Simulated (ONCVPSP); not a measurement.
**Pseudopotential generation for La: ONCV, PBEsol**

Do these settings give a usable potential? It is generated, then checked for transferability, scattering, ghosts and hardness.

The numbers are computed with ONCVPSP 4.0.1 (PBEsol, scalar-relativistic, spin-unpolarised reference atom).

## 1. Settings

The settings as typed:

```json
{
 "element": "lanthanum (La, Z = 57)",
 "type": "optimised norm-conserving Vanderbilt (ONCV)",
 "frozen core": "[Kr] 4d10",
 "valence charge": "11",
 "reference configuration": "5s2 5p6 5d1 6s2",
 "partial waves": "5s+6s: rc 2.65 bohr, ncon 4, nbas 9, qcut 5.1 1/bohr, 2 projectors; 5p: rc 2.80 bohr, ncon 4, nbas 7, qcut 5.8 1/bohr, 2 projectors, debl 2.2 Ha; 5d: rc 2.65 bohr, ncon 3, nbas 7, qcut 6.1 1/bohr, 2 projectors, debl 2.3 Ha; f scattering state at 0.15 Ha: rc 2.85 bohr, ncon 4, nbas 7, qcut 3.7 1/bohr, 2 projectors, debl 3 Ha",
 "local potential": "polynomial inside 2.40 bohr (lpopt 5, dvloc0 4 Ha)",
 "core correction": "Teter function, fcfact 2.75, rcfact 1.7"
}
```

The outer shells as boxes (Hund's rule for the drawing; the calculation is spin-unpolarised):

```
[Kr] core
4d [↑↓][↑↓][↑↓][↑↓][↑↓]
5s [↑↓]
5p [↑↓][↑↓][↑↓]
5d [↑ ][  ][  ][  ][  ]
6s [↑↓]
```

The nodes and maxima of the atom's own shells, from an earlier all-electron run, set the scale for the radii.

All-electron outer shells of the reference configuration (PBEsol, scalar-relativistic, ld1.x):

```json
{"shell": "5s", "level (eV)": "-38.95", "outermost node (bohr)": "0.77", "outermost maximum (bohr)": "1.41"}
{"shell": "5p", "level (eV)": "-22.40", "outermost node (bohr)": "0.83", "outermost maximum (bohr)": "1.58"}
{"shell": "4f", "level (eV)": "-4.39", "outermost node (bohr)": "–", "outermost maximum (bohr)": "0.75"}
{"shell": "6s", "level (eV)": "-3.70", "outermost node (bohr)": "1.86", "outermost maximum (bohr)": "3.79"}
{"shell": "5d", "level (eV)": "-3.10", "outermost node (bohr)": "0.95", "outermost maximum (bohr)": "2.21"}
{"shell": "6p", "level (eV)": "-1.34", "outermost node (bohr)": "2.21", "outermost maximum (bohr)": "4.93"}
```

## 2. The generation run

The input, La.dat:

```
# ATOM AND REFERENCE CONFIGURATION
# atsym  z   nc   nv     iexc    psfile
  La 57.00    9    4  -116133      upf
#
#   n    l    f
    1    0    2.00
    2    0    2.00
    2    1    6.00
    3    0    2.00
    3    1    6.00
    3    2   10.00
    4    0    2.00
    4    1    6.00
    4    2   10.00
    5    0    2.00
    5    1    6.00
    5    2    1.00
    6    0    2.00
#
# PSEUDOPOTENTIAL AND OPTIMIZATION
# lmax
    3
#
#   l,   rc,      ep,       ncon, nbas, qcut
    0    2.65    0.00    4    9    5.10
    1    2.80    0.00    4    7    5.80
    2    2.65    0.00    3    7    6.10
    3    2.85    0.15    4    7    3.70
#
# LOCAL POTENTIAL
# lloc, lpopt,  rc(5),   dvloc0
    4    5    2.40    4.00
#
# VANDERBILT-KLEINMAN-BYLANDER PROJECTORs
# l, nproj, debl
    0    2    1.90
    1    2    2.20
    2    2    2.30
    3    2    3.00
#
# MODEL CORE CHARGE
# icmod, fcfact, rcfact
    3    2.75    1.70
#
# LOG DERIVATIVE ANALYSIS
# epsh1, epsh2, depsh
   -3.00    5.00    0.02
#
# OUTPUT GRID
# rlmax, drl
    6.00    0.01
#
# TEST CONFIGURATIONS
# ncnf
    4
# nvcnf
#   n    l    f
    4
    5    0    2.00
    5    1    6.00
    5    2    1.00
    6    0    1.00
#
    4
    5    0    2.00
    5    1    6.00
    5    2    1.00
    6    0    0.00
#
    4
    5    0    2.00
    5    1    6.00
    5    2    0.00
    6    0    0.00
#
    4
    5    0    2.00
    5    1    5.00
    5    2    1.00
    6    0    2.00
#
```

Run with:

```console
$ oncvpsp.x < La.dat > La.out
```

Q: Predict the outcome of this session. Wanted: cutoffs for 1 and 0.1 mHa per electron, occupied waves; bound ghosts; GHOST(+) flags; largest test error; largest phase difference near zero energy, channels read; rms error of d²Exc/dn², without and with the model core; projector energies reset by the program.

The runs gave:

```
                                                quantity                         value
  cutoffs for 1 and 0.1 mHa per electron, occupied waves             8.0 Ha and 9.7 Ha
                                            bound ghosts               f at -136.97 eV
                                          GHOST(+) flags                   f at 423 eV
                            largest test error (AE − PS)  -62 meV, for 5s2 5p5 5d1 6s2
largest phase difference near zero energy, channels read                     0.710 rad
 rms error of d²Exc/dn², without and with the model core             2.91 and 1.83 mHa
                 projector energies reset by the program           f: -0.161, 2.839 Ha
```

In words: A bound ghost (f) makes it unfit for use: electrons can fall into a state that the atom doesn't have. By total energies transferability is fair: the largest error is 62 meV on 27.0 eV, for 5s2 5p5 5d1 6s2. The potential is soft on the atom at that tolerance: the looser tolerance needs 8.0 Ha. That counts occupied waves only; other projectors can need more. Of the channels read, f scatters worst near zero energy, by up to 0.71 rad. The program also flags highly localised states, GHOST(+) (f). All of this concerns the isolated atom, not yet a solid.
